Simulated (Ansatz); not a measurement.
# C₄H₈O₂Si: up Jacob's ladder to CCSD(T)

One table from this session's results is given with a row withheld; the runs are named, their logs left out.

Computed with Ansatz 0.2.0, Gaussian basis. Level: functionals in def2-TZVPP, the program's frozen cores in correlated methods.

The runs, in order: LDA (SPW92), PBE-D4, revPBE-D4, BLYP-D4, r2SCAN-D4, B97M-V, PBE0-D4, B3LYP-D4, r2SCANh-D4, r2SCAN0-D4, HSE06-D4, BHLYP-D4, CAM-B3LYP-D4, LC-ωPBE, ωB97X-V, ωB97M-V, B2PLYP, PBE-QIDH; CCSD(T)/def2-SVP; MP2/def2-TZVPP; MP2/def2-QZVPP; RPA on PBE.

### The relaxed structure

The geometry comes from an earlier relaxation with PBE0-D4 in a triple-zeta def2 set; it is a stationary point, not always the lowest conformer.

SMILES `C=C[Si](O)(O)C=C`, 15 atoms, charge 0, spin multiplicity 1.

Atoms are counted from 1 here; the program's logs count them from 0.

Bond lengths: C1–C2 1.331 Å, C1–H8 1.087 Å, C1–H9 1.087 Å, C2–Si3 1.853 Å, C2–H10 1.089 Å, Si3–O4 1.646 Å, Si3–O5 1.646 Å, Si3–C6 1.853 Å, O4–H11 0.959 Å, O5–H12 0.959 Å, C6–C7 1.331 Å, C6–H13 1.089 Å, C7–H14 1.087 Å, C7–H15 1.087 Å. Angles: C2–C1–H8 121.6°, C2–C1–H9 122.4°, H8–C1–H9 116.0°, C1–C2–Si3 123.0°, C1–C2–H10 118.2°, Si3–C2–H10 118.7°, C2–Si3–O4 110.4°, C2–Si3–O5 104.6°, C2–Si3–C6 113.7°, O4–Si3–O5 113.3°, O4–Si3–C6 104.6°, O5–Si3–C6 110.4°, Si3–O4–H11 116.5°, Si3–O5–H12 116.5°, Si3–C6–C7 123.0°, Si3–C6–H13 118.7°, C7–C6–H13 118.2°, C6–C7–H14 121.6° and more.

The first run:

Input file in.yaml:

```yaml
crystal:
  periodic: [false, false, false]
  atoms:
    - {symbol: C, position_ang: [-1.123043, -2.332057, -0.354435]}
    - {symbol: C, position_ang: [-0.024875, -1.619015, -0.116760]}
    - {symbol: Si, position_ang: [0.106854, 0.189822, -0.498005]}
    - {symbol: O, position_ang: [-1.060847, 0.637188, -1.568875]}
    - {symbol: O, position_ang: [1.633929, 0.381113, -1.082727]}
    - {symbol: C, position_ang: [-0.163412, 1.284177, 0.973048]}
    - {symbol: C, position_ang: [0.834803, 1.816462, 1.673868]}
    - {symbol: H, position_ang: [-2.006762, -1.884518, -0.801914]}
    - {symbol: H, position_ang: [-1.195428, -3.388490, -0.111089]}
    - {symbol: H, position_ang: [0.825832, -2.120366, 0.342296]}
    - {symbol: H, position_ang: [-1.107609, 0.135187, -2.384511]}
    - {symbol: H, position_ang: [1.903399, 1.278085, -1.288373]}
    - {symbol: H, position_ang: [-1.183980, 1.486087, 1.294688]}
    - {symbol: H, position_ang: [1.874033, 1.642827, 1.406737]}
    - {symbol: H, position_ang: [0.665303, 2.442797, 2.545350]}
basis:
  gaussian: {orbitals: def2-TZVPP}
hamiltonian: {xc: lda}
output: {orbitals: {seedname: orbitals}}
```

Command:

```
> ansatz run in.yaml --threads 4 --pin off --events-out ev --progress --plain --max-ram 11315MiB
```

Among the steps run: LDA; PBE-D4 (GGA); revPBE-D4 (GGA); BLYP-D4 (GGA); r2SCAN-D4 (meta-GGA); B97M-V (meta-GGA); PBE0-D4 (hybrid); B3LYP-D4 (hybrid); r2SCANh-D4 (hybrid); r2SCAN0-D4 (hybrid); HSE06-D4 (hybrid); BHLYP-D4 (hybrid); CAM-B3LYP-D4 (range-separated); LC-ωPBE (range-separated); ωB97X-V (range-separated); ωB97M-V (range-separated); B2PLYP (double hybrid); PBE-QIDH (double hybrid).

One table of the session follows, with a row left open; its other results are not shown here.

It belongs to the step «Orbital energies across the functionals». 

| functional | HOMO (eV) | gap (eV) |
| --- | --- | --- |
| LDA (SPW92) | -6.83 | 4.84 |
| PBE-D4 | -6.66 | 4.91 |
| revPBE-D4 | -6.59 | 4.94 |
| BLYP-D4 | -6.49 | 4.90 |
| r2SCAN-D4 | -6.87 | 5.31 |
| B97M-V | -6.85 | 5.36 |
| PBE0-D4 | ? | ? |
| B3LYP-D4 | -7.53 | 6.57 |
| r2SCANh-D4 | -7.28 | 6.09 |
| r2SCAN0-D4 | -7.91 | 7.25 |
| HSE06-D4 | -7.37 | 6.23 |
| BHLYP-D4 | -8.69 | 9.03 |
| CAM-B3LYP-D4 | -9.09 | 9.47 |
| LC-ωPBE | -10.51 | 12.04 |
| ωB97X-V | -10.10 | 11.54 |
| ωB97M-V | -9.99 | 11.31 |

**Question.** Estimate the row for PBE0-D4.

The run gave: HOMO (eV): -7.77; gap (eV): 7.01. In the column «HOMO (eV)» it lies between r2SCAN0-D4 (-7.91) and B3LYP-D4 (-7.53).
